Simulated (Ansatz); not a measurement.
# ClH2SSn: the cost of one run

Program: the Python package of Ansatz 0.2.0. Level of theory: PBE/def2-SVP. These are calculated values, not measurements.

### 1 The system

Bond lengths: S1–Sn2 2.386 Å, Sn2–Cl3 2.330 Å, S1–H4 1.453 Å, Sn2–H5 1.764 Å. Angles: S1–Sn2–Cl3 107.6°, S1–Sn2–H5 109.5°, Cl3–Sn2–H5 109.6°, Sn2–S1–H4 89.1°.

No structure file is read: the coordinates are typed or built in the script.

### 2 The code

Contents of relaxed_scan_clh2ssn.py:

```python
'''Relaxed scan of one distance in ClH2SSn.'''

import ansatz as az
import numpy as np

GEOMETRY = '''
S    -1.49250   -0.74400   -0.42290
Sn    0.42350    0.31070    0.53150
Cl    1.76440   -1.36120    1.44550
H    -1.96020    0.55840   -0.86560
H     1.31460    1.16230   -0.72980
'''

geometry = az.Crystal.molecule()
for line in GEOMETRY.strip().splitlines():
    symbol, *xyz = line.split()
    geometry = geometry.atom(symbol, [float(v) for v in xyz])

calculation = (
    geometry.calculation()
    .basis(gaussian='def2-SVP')  # atom-centred Gaussian functions
    .functional('pbe')
    .spin('collinear', total=1)
)
symbols = [site.symbol for site in geometry.cartesian_sites]
pairs = [(0, 1), (0, 3), (1, 2), (1, 4)]
print('held (A)   E (eV)        ', '  '.join(f'{symbols[i]}{i}-{symbols[j]}{j}' for i, j in pairs))
for length in [1.34, 1.45, 1.57, 1.74, 1.96]:
    r = calculation.relax(constraints=[az.DistanceConstraint((0, 3), at=length)], force_tolerance=0.02, max_steps=60).run(threads=1).report
    xyz = np.array(r['positions_ang'])
    print(f'{length:6.2f} {r["free_energy_ev"]:14.5f}  ', '  '.join(f'{np.linalg.norm(xyz[i] - xyz[j]):.3f}' for i, j in pairs))
```

### 3 The calls as engine input

The package turns the script's settings into the engine's input (first run):

```yaml
crystal:
  periodic: [false, false, false]
  atoms:
    - { symbol: S, position_ang: [-1.4925, -0.744, -0.4229] }
    - { symbol: Sn, position_ang: [0.4235, 0.3107, 0.5315] }
    - { symbol: Cl, position_ang: [1.7644, -1.3612, 1.4455] }
    - { symbol: H, position_ang: [-1.9602, 0.5584, -0.8656] }
    - { symbol: H, position_ang: [1.3146, 1.1623, -0.7298] }
basis:
  gaussian:
    orbitals: def2-SVP
hamiltonian:
  xc: pbe
magnetization:
  spin_polarized: true
  initial_magnetization: 1.0
relax:
  f_tol: 0.02
  max_steps: 60
  constraints:
    - { distance: [0, 3], at: 1.34 }
```

### 4 Launch

Command:

```sh
python relaxed_scan_clh2ssn.py
```

**Question.** How long does this script take on 1 thread of Arm Neoverse V2, shared host, and how much memory does it need?

About 1.7 min, with a peak of 0.24 GiB.
